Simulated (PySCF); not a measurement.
**C₄H₂F₂O₂: electronic excitations and core binding energies**

Aim: predict the electronic excitations and core binding energies of C₄H₂F₂O₂ (`O=CC1=CC(F)(F)O1`).

Computed with PySCF 2.14.0, with density-fitted response routines of our own, on a single molecule in the gas phase. Atoms are numbered from 0 throughout.

**1. The molecule as given**

10 atoms, charge 0, multiplicity 1; geometry from: GFN2-xTB.

Bonds of the start (Å): O0–C1 1.20, C1–C2 1.47, C2–C3 1.35, C3–C4 1.51, C4–F5 1.33, C4–F6 1.33, C4–O7 1.42, O7–C2 1.40, C1–H8 1.10, C3–H9 1.07.

**2. Excited states and response: CAM-B3LYP/def2-SVPD**

The job: settings as JSON, then the geometry in Å.

```
{"job": {"kind": "uv", "xc": "CAM-B3LYP", "basis": "def2-SVPD", "nstates": 8, "ntriplets": 3}, "charge": 0, "multiplicity": 1}
O      2.438475     1.186456     0.638639
C      1.864356     0.523893    -0.179086
C      0.459250     0.120547    -0.061721
C     -0.572514     0.263979     0.790906
C     -1.359419    -0.569294    -0.199035
F     -2.383949     0.016385    -0.821074
F     -1.784592    -1.767876     0.203720
O     -0.207130    -0.653256    -1.018492
H      2.340174     0.152410    -1.102300
H     -0.785771     0.731412     1.725915
```

Level: TDDFT CAM-B3LYP/def2-SVPD, vertical, gas phase, core orbitals frozen in the response.

On the command line:

```
$ OMP_NUM_THREADS=1 python probes_run.py task.json out
```

One launch serves the whole session: the jobs run in the order shown.

Log:

```text
coarse grid: 9928 points
cycle   1  E = -502.7816090398  dE =  1.855e+00  |g| = 1.197e+00  |ddm| = 4.800e+00
cycle   2  E = -502.4154499626  dE =  3.662e-01  |g| = 1.891e+00  |ddm| = 3.668e+00
cycle   3  E = -503.0600284943  dE = -6.446e-01  |g| = 2.024e-01  |ddm| = 2.480e+00
cycle   4  E = -503.0665463570  dE = -6.518e-03  |g| = 9.057e-02  |ddm| = 3.191e-01
cycle   5  E = -503.0679680827  dE = -1.422e-03  |g| = 1.996e-02  |ddm| = 1.210e-01
cycle   6  E = -503.0680442233  dE = -7.614e-05  |g| = 7.431e-03  |ddm| = 3.154e-02
cycle   7  E = -503.0680583593  dE = -1.414e-05  |g| = 3.236e-03  |ddm| = 1.667e-02
cycle   8  E = -503.0680608681  dE = -2.509e-06  |g| = 8.432e-04  |ddm| = 6.656e-03
final grid: 101200 points
cycle   9  E = -503.1590598718  dE = -2.693e-05  |g| = 4.510e-03  |ddm| = 7.768e-02
cycle  10  E = -503.1590573789  dE =  2.493e-06  |g| = 6.038e-03  |ddm| = 9.817e-03
cycle  11  E = -503.1590635006  dE = -6.122e-06  |g| = 5.886e-04  |ddm| = 5.647e-03
cycle  12  E = -503.1590635563  dE = -5.568e-08  |g| = 2.789e-04  |ddm| = 8.010e-04
cycle  13  E = -503.1590635711  dE = -1.482e-08  |g| = 6.884e-05  |ddm| = 4.418e-04
cycle  14  E = -503.1590635723  dE = -1.187e-09  |g| = 2.156e-05  |ddm| = 1.277e-04
cycle  15  E = -503.1590635725  dE = -2.193e-10  |g| = 1.476e-05  |ddm| = 5.872e-05
converged SCF energy = -503.1590635725

Static polarisability (au): isotropic 53.869, principal 38.068 51.858 71.683

Singlet excitations
state   eV       nm        f      main configurations
  1   3.5478    349.5   0.00035   H-1->L 0.95
  2   4.4027    281.6   0.10609   H->L 0.98
  3   6.5730    188.6   0.00041   H-2->L 0.95
  4   7.5098    165.1   0.00168   H-4->L 0.83, H-1->L+3 0.08
  5   7.6758    161.5   0.01305   H->L+1 0.87
  6   7.7267    160.5   0.21035   H-3->L 0.66, H->L+3 0.24
  7   8.0540    153.9   0.07331   H->L+3 0.67, H-3->L 0.26
  8   8.1534    152.1   0.00203   H->L+4 0.35, H->L+2 0.31, H->L+10 0.14

Triplet excitations (Tamm-Dancoff, eV): 2.5219 2.9708 5.6268
```

Wall time 75 s (1 thread of Intel Xeon at 2.50GHz, shared host); peak memory 0.8 GiB.

Frontier orbitals and where they lie:

| orbital | eV | atoms |
| --- | --- | --- |
| HOMO−3 | -13.08 | O7 31 %, O0 24 %, F5 11 % |
| HOMO−2 | -12.31 | O7 32 %, C3 19 %, C4 15 % |
| HOMO−1 | -10.21 | O0 63 %, C1 17 %, H8 9 % |
| HOMO | -9.47 | C3 32 %, O7 31 %, C2 20 % |
| LUMO | -2.07 | C1 24 %, O0 24 %, C2 19 % |
| LUMO+1 | 1.21 | C1 19 %, C3 18 %, C4 12 % |
| LUMO+2 | 1.78 | C1 20 %, H8 15 %, O0 14 % |

With each of the 8 states as a Gaussian band of 0.4 eV half-width at 1/e, the curve within the window shown has maxima at 282 nm (ε 4,300), 160 nm (ε 11,000) L/(mol cm). Beyond the last state computed it falls off for lack of states. The curve at chosen wavelengths:

(nm, ε (L/mol/cm)): (147, 1468), (158, 10445), (169, 3989), (180, 148), (191, 17), (202, 5), (213, 1), (223, 1), (234, 26), (245, 271), (256, 1234), (267, 2937), (278, 4192), (289, 3996), (300, 2768), (311, 1493), (322, 664), (333, 259), (344, 97), (354, 42), (365, 20), (376, 12), (387, 7), (398, 5), (409, 3), (420, 2)

Further results of this job:

| property | computed |
| --- | --- |
| dipole moment (D) | 0.33 |
| polarisability (Å³) | 7.98 |
| HOMO–LUMO gap (eV) | 7.40 |
| −ε(HOMO) (eV) | 9.47 |

**3. X-ray photoelectron lines: SCAN, X2C**

Same as in step 2 but for these lines:

```diff
@@ -1,2 +1,2 @@
-{"job": {"kind": "uv", "xc": "CAM-B3LYP", "basis": "def2-SVPD", "nstates": 8, "ntriplets": 3}, "charge": 0, "multiplicity": 1}
+{"job": {"kind": "xps"}, "charge": 0, "multiplicity": 1}
 O      2.438475     1.186456     0.638639
```

With the program's defaults for keys left out, this is: delta-SCF UKS SCAN, pcX-2 on the ionised atom, pcseg-1 elsewhere, spin-free X2C.

Log:

```text
ground state, core basis on atom 0 (O), 153 functions
  cycle   1  E = -503.55865492  |g| = 1.12e+00
  cycle   2  E = -502.48024009  |g| = 2.54e+00
  cycle   3  E = -503.73923434  |g| = 4.48e-01
  cycle   4  E = -503.77911791  |g| = 1.62e-01
  cycle   5  E = -503.78226288  |g| = 1.02e-01
  cycle   6  E = -503.78494230  |g| = 3.67e-02
  cycle   7  E = -503.78522473  |g| = 1.26e-02
  cycle   8  E = -503.78525761  |g| = 3.88e-03
  cycle   9  E = -503.78526233  |g| = 1.26e-03
  cycle  10  E = -503.78526013  |g| = 4.86e-04
  E(ground) = -503.78992790 Eh
hole in O 1s of atom 0
  cycle   1  E = -483.14306764  |g| = 2.22e+00
  cycle   2  E = -481.95243138  |g| = 2.43e+00
  cycle   3  E = -483.53951209  |g| = 9.45e-01
  cycle   4  E = -483.64024828  |g| = 7.99e-01
  cycle   5  E = -483.93363651  |g| = 2.73e-01
  cycle   6  E = -483.94425023  |g| = 2.72e-01
  cycle   7  E = -483.98773206  |g| = 4.02e-02
  cycle   8  E = -483.98794439  |g| = 3.17e-02
  cycle   9  E = -483.98889073  |g| = 1.09e-02
  cycle  10  E = -483.98919790  |g| = 1.17e-02
  cycle  11  E = -483.98906231  |g| = 1.15e-02
  cycle  12  E = -483.98814998  |g| = 1.19e-02
  cycle  13  E = -483.98627888  |g| = 4.15e-02
  cycle  14  E = -483.98627538  |g| = 4.19e-02
  cycle  15  E = -483.98660551  |g| = 3.46e-02
  cycle  16  E = -483.98613169  |g| = 4.59e-02
  cycle  17  E = -483.98626200  |g| = 4.38e-02
  cycle  18  E = -483.98570006  |g| = 5.39e-02
  cycle  19  E = -483.98562208  |g| = 5.40e-02
  cycle  20  E = -483.98749793  |g| = 1.63e-02
  cycle  21  E = -483.98811214  |g| = 1.01e-02
  cycle  22  E = -483.98739833  |g| = 7.66e-03
  cycle  23  E = -483.98738268  |g| = 6.47e-03
  cycle  24  E = -483.98731733  |g| = 2.62e-03
  cycle  25  E = -483.98731737  |g| = 2.34e-03
  cycle  26  E = -483.98732303  |g| = 1.29e-03
  cycle  27  E = -483.98731997  |g| = 1.10e-03
  cycle  28  E = -483.98732086  |g| = 1.11e-03
  cycle  29  E = -483.98731961  |g| = 7.14e-04
  cycle  30  E = -483.98731997  |g| = 6.55e-04
  cycle  31  E = -483.98732019  |g| = 3.18e-04
  E(ion) = -483.99409472 Eh   <S^2> = 0.8169   hole on atom = 1.000   binding energy = 538.672 eV
ground state, core basis on atom 1 (C), 153 functions
  cycle   1  E = -503.76088692  |g| = 8.37e-02
  cycle   2  E = -503.75616703  |g| = 1.65e-01
  cycle   3  E = -503.76142256  |g| = 3.26e-02
  cycle   4  E = -503.76159988  |g| = 1.34e-02
  cycle   5  E = -503.76164612  |g| = 4.29e-03
  cycle   6  E = -503.76165072  |g| = 7.20e-04
  cycle   7  E = -503.76165107  |g| = 2.55e-04
  E(ground) = -503.76875941 Eh
hole in C 1s of atom 1
  cycle   1  E = -492.38622595  |g| = 1.50e+00
  cycle   2  E = -490.27499249  |g| = 2.41e+00
  cycle   3  E = -492.37790134  |g| = 1.06e+00
  cycle   4  E = -492.58297911  |g| = 8.33e-01
  cycle   5  E = -492.82100149  |g| = 4.44e-01
  cycle   6  E = -492.92194313  |g| = 2.21e-01
  cycle   7  E = -492.94262032  |g| = 7.80e-02
  cycle   8  E = -492.94364415  |g| = 5.82e-02
  cycle   9  E = -492.94606795  |g| = 2.65e-02
  cycle  10  E = -492.94648809  |g| = 3.05e-02
  cycle  11  E = -492.94650995  |g| = 3.04e-02
  cycle  12  E = -492.94682811  |g| = 3.17e-02
  cycle  13  E = -492.94776877  |g| = 2.52e-02
  cycle  14  E = -492.94850099  |g| = 2.38e-02
  cycle  15  E = -492.94912856  |g| = 1.32e-02
  cycle  16  E = -492.94942570  |g| = 5.94e-03
  cycle  17  E = -492.94943440  |g| = 5.35e-03
  cycle  18  E = -492.94946681  |g| = 3.36e-03
  cycle  19  E = -492.94947308  |g| = 3.15e-03
  cycle  20  E = -492.94947984  |g| = 8.35e-04
  cycle  21  E = -492.94948084  |g| = 5.61e-04
  cycle  22  E = -492.94948011  |g| = 2.75e-04
  E(ion) = -492.95609672 Eh   <S^2> = 1.2310   hole on atom = 1.000   binding energy = 294.228 eV
ground state, core basis on atom 2 (C), 153 functions
  cycle   1  E = -503.76337718  |g| = 6.32e-02
  cycle   2  E = -503.76276609  |g| = 5.89e-02
  cycle   3  E = -503.76268798  |g| = 6.05e-02
  cycle   4  E = -503.76354425  |g| = 9.13e-03
  cycle   5  E = -503.76356199  |g| = 3.66e-03
  cycle   6  E = -503.76356433  |g| = 1.12e-03
  cycle   7  E = -503.76356652  |g| = 2.95e-04
  E(ground) = -503.77150365 Eh
hole in C 1s of atom 2
  cycle   1  E = -492.40171438  |g| = 1.52e+00
  cycle   2  E = -490.62747598  |g| = 2.53e+00
  cycle   3  E = -492.77112033  |g| = 7.11e-01
  cycle   4  E = -492.80250277  |g| = 6.47e-01
  cycle   5  E = -492.95475733  |g| = 2.13e-01
  cycle   6  E = -492.97287029  |g| = 6.57e-02
  cycle   7  E = -492.97439474  |g| = 3.88e-02
  cycle   8  E = -492.97523863  |g| = 1.77e-02
  cycle   9  E = -492.97557203  |g| = 1.00e-02
  cycle  10  E = -492.97578360  |g| = 8.73e-03
  cycle  11  E = -492.97595100  |g| = 5.32e-03
  cycle  12  E = -492.97601917  |g| = 2.87e-03
  cycle  13  E = -492.97603712  |g| = 1.38e-03
  cycle  14  E = -492.97604242  |g| = 7.02e-04
  cycle  15  E = -492.97604393  |g| = 3.24e-04
  E(ion) = -492.98313613 Eh   <S^2> = 0.9311   hole on atom = 1.000   binding energy = 293.566 eV
ground state, core basis on atom 3 (C), 153 functions
  cycle   1  E = -503.75998898  |g| = 6.08e-02
  cycle   2  E = -503.75947315  |g| = 4.98e-02
  cycle   3  E = -503.75925477  |g| = 5.59e-02
  cycle   4  E = -503.76009560  |g| = 1.44e-02
  cycle   5  E = -503.76013842  |g| = 3.15e-03
  cycle   6  E = -503.76013836  |g| = 8.66e-04
  cycle   7  E = -503.76014119  |g| = 3.06e-04
  E(ground) = -503.76806461 Eh
hole in C 1s of atom 3
  cycle   1  E = -492.45902851  |g| = 1.52e+00
  cycle   2  E = -490.42514060  |g| = 2.33e+00
  cycle   3  E = -492.57544794  |g| = 1.03e+00
  cycle   4  E = -492.93605215  |g| = 5.16e-01
  cycle   5  E = -493.01859350  |g| = 2.46e-01
  cycle   6  E = -493.04106070  |g| = 9.56e-02
  cycle   7  E = -493.04431901  |g| = 2.62e-02
  cycle   8  E = -493.04457888  |g| = 1.34e-02
  cycle   9  E = -493.04465597  |g| = 5.44e-03
  cycle  10  E = -493.04467654  |g| = 2.60e-03
  cycle  11  E = -493.04468431  |g| = 1.68e-03
  cycle  12  E = -493.04468727  |g| = 1.09e-03
  cycle  13  E = -493.04468881  |g| = 4.82e-04
  E(ion) = -493.05305059 Eh   <S^2> = 0.7934   hole on atom = 1.000   binding energy = 291.570 eV
ground state, core basis on atom 4 (C), 153 functions
  cycle   1  E = -503.77034634  |g| = 6.39e-02
  cycle   2  E = -503.76938914  |g| = 6.72e-02
  cycle   3  E = -503.76967890  |g| = 5.62e-02
  cycle   4  E = -503.77049839  |g| = 1.61e-02
  cycle   5  E = -503.77055106  |g| = 2.41e-03
  cycle   6  E = -503.77055109  |g| = 1.35e-03
  cycle   7  E = -503.77055184  |g| = 2.85e-04
  E(ground) = -503.77621618 Eh
hole in C 1s of atom 4
  cycle   1  E = -492.27597141  |g| = 1.51e+00
  cycle   2  E = -483.83812454  |g| = 4.12e+00
  cycle   3  E = -491.59165491  |g| = 1.52e+00
  cycle   4  E = -492.70134783  |g| = 5.30e-01
  cycle   5  E = -492.77188079  |g| = 3.00e-01
  cycle   6  E = -492.80132950  |g| = 1.89e-01
  cycle   7  E = -492.81808790  |g| = 3.16e-02
  cycle   8  E = -492.81819719  |g| = 2.95e-02
  cycle   9  E = -492.81852613  |g| = 8.04e-03
  cycle  10  E = -492.81855648  |g| = 4.82e-03
  cycle  11  E = -492.81857326  |g| = 2.64e-03
  cycle  12  E = -492.81858142  |g| = 1.56e-03
  cycle  13  E = -492.81858739  |g| = 1.07e-03
  cycle  14  E = -492.81859203  |g| = 8.01e-04
  cycle  15  E = -492.81859433  |g| = 6.63e-04
  cycle  16  E = -492.81859921  |g| = 3.40e-04
  E(ion) = -492.82589561 Eh   <S^2> = 0.7809   hole on atom = 1.000   binding energy = 297.973 eV
ground state, core basis on atom 5 (F), 153 functions
  cycle   1  E = -503.80137608  |g| = 1.19e-01
  cycle   2  E = -503.80084711  |g| = 7.34e-02
  cycle   3  E = -503.80092737  |g| = 6.89e-02
  cycle   4  E = -503.80160942  |g| = 9.50e-03
  cycle   5  E = -503.80163039  |g| = 2.45e-03
  cycle   6  E = -503.80163164  |g| = 7.51e-04
  cycle   7  E = -503.80163169  |g| = 1.64e-04
  E(ground) = -503.81023201 Eh
hole in F 1s of atom 5
  cycle   1  E = -477.39560716  |g| = 2.58e+00
  cycle   2  E = -475.10251537  |g| = 2.79e+00
  cycle   3  E = -475.80906860  |g| = 1.99e+00
  cycle   4  E = -478.12019979  |g| = 6.29e-01
  cycle   5  E = -478.21929518  |g| = 3.87e-01
  cycle   6  E = -478.27843485  |g| = 1.09e-01
  cycle   7  E = -478.28253852  |g| = 4.44e-02
  cycle   8  E = -478.28314497  |g| = 2.67e-02
  cycle   9  E = -478.28341687  |g| = 7.07e-03
  cycle  10  E = -478.28343222  |g| = 3.89e-03
  cycle  11  E = -478.28344111  |g| = 7.17e-04
  cycle  12  E = -478.28344028  |g| = 3.10e-04
  E(ion) = -478.29856672 Eh   <S^2> = 0.7573   hole on atom = 1.000   binding energy = 694.208 eV
ground state, core basis on atom 7 (O), 153 functions
  cycle   1  E = -503.78597095  |g| = 1.31e-01
  cycle   2  E = -503.78258817  |g| = 1.71e-01
  cycle   3  E = -503.78694984  |g| = 4.60e-02
  cycle   4  E = -503.78700290  |g| = 3.80e-02
  cycle   5  E = -503.78735276  |g| = 3.91e-03
  cycle   6  E = -503.78735518  |g| = 1.99e-03
  cycle   7  E = -503.78735584  |g| = 5.40e-04
  cycle   8  E = -503.78735570  |g| = 9.96e-05
  E(ground) = -503.79238847 Eh
hole in O 1s of atom 7
  cycle   1  E = -483.11650821  |g| = 2.23e+00
  cycle   2  E = -480.70812639  |g| = 3.05e+00
  cycle   3  E = -483.15247111  |g| = 1.31e+00
  cycle   4  E = -483.73891569  |g| = 7.19e-01
  cycle   5  E = -483.89682078  |g| = 3.16e-01
  cycle   6  E = -483.93086879  |g| = 1.40e-01
  cycle   7  E = -483.93872663  |g| = 4.49e-02
  cycle   8  E = -483.93974353  |g| = 1.78e-02
  cycle   9  E = -483.93987715  |g| = 6.43e-03
  cycle  10  E = -483.93989580  |g| = 2.08e-03
  cycle  11  E = -483.93990359  |g| = 1.27e-03
  cycle  12  E = -483.93990807  |g| = 1.12e-03
  cycle  13  E = -483.93991901  |g| = 1.02e-03
  cycle  14  E = -483.93993084  |g| = 8.84e-04
  cycle  15  E = -483.93994094  |g| = 6.77e-04
  cycle  16  E = -483.93994288  |g| = 3.91e-04
  E(ion) = -483.94677534 Eh   <S^2> = 0.7718   hole on atom = 1.000   binding energy = 540.027 eV
```

Wall time 2.1 min (1 thread of Intel Xeon at 2.50GHz, shared host); peak memory 0.56 GiB.

The holes in one table. −ε is the ground-state orbital energy:

| hole | stands for | environment | ΔSCF (eV) | −ε (eV) | ⟨S²⟩ |
| --- | --- | --- | --- | --- | --- |
| O1s on O0 | O0 | aldehyde oxygen | 538.67 | 517.7 | 0.817 |
| C1s on C1 | C1 | aldehyde carbonyl carbon | 294.23 (doubtful) | 277.2 | 1.231 |
| C1s on C2 | C2 | alkene carbon bearing oxygen | 293.57 (doubtful) | 276.8 | 0.931 |
| C1s on C3 | C3 | β carbon of a C=C–C=O unit | 291.57 | 275.2 | 0.793 |
| C1s on C4 | C4 | allylic fully substituted sp3 carbon bonded to 2 F and O | 297.97 | 280.4 | 0.781 |
| F1s on F5 | F5, F6 | fluorine of a CF2 group | 694.21 | 668.1 | 0.757 |
| O1s on O7 | O7 | ether oxygen | 540.03 | 518.5 | 0.772 |

Each hole run stands for the others of its class of like atoms.

Doubtful: the ion did not converge, its hole moved, or its ⟨S²⟩ is well above 0.75.

**4. What came out**

| quantity | value |
| --- | --- |
| lowest singlet (CAM-B3LYP/def2-SVPD) | 3.55 eV (349 nm), f = 0.000 |
| brightest single state of those computed | state 6, 7.73 eV, f = 0.210 |
| lowest triplet | 2.52 eV |
| O1s binding energies, SCAN/pcX-2 | O7 540.03, O0 538.67 eV |
| C1s binding energies, SCAN/pcX-2 (standing for 2 of 4 atoms) | C4 297.97, C3 291.57 eV |
| F1s binding energies, SCAN/pcX-2 | F5 694.21 eV |

In words: The first singlet state (HOMO−1→LUMO 0.95) lies at 3.55 eV and is dark; of the 8 states computed, the strongest absorption comes from state 6 at 7.73 eV. The lowest triplet lies 1.03 eV below the lowest singlet (triplets in Tamm-Dancoff, singlets in full TDDFT). The O1s levels kept as sound span 1.35 eV, from O0 (aldehyde oxygen) up to O7 (ether oxygen). The C1s levels kept as sound span 6.40 eV, from C3 (β carbon of a C=C–C=O unit) up to C4 (allylic fully substituted sp3 carbon bonded to 2 F and O). Only 2 of the 4 C atoms are covered by sound results.
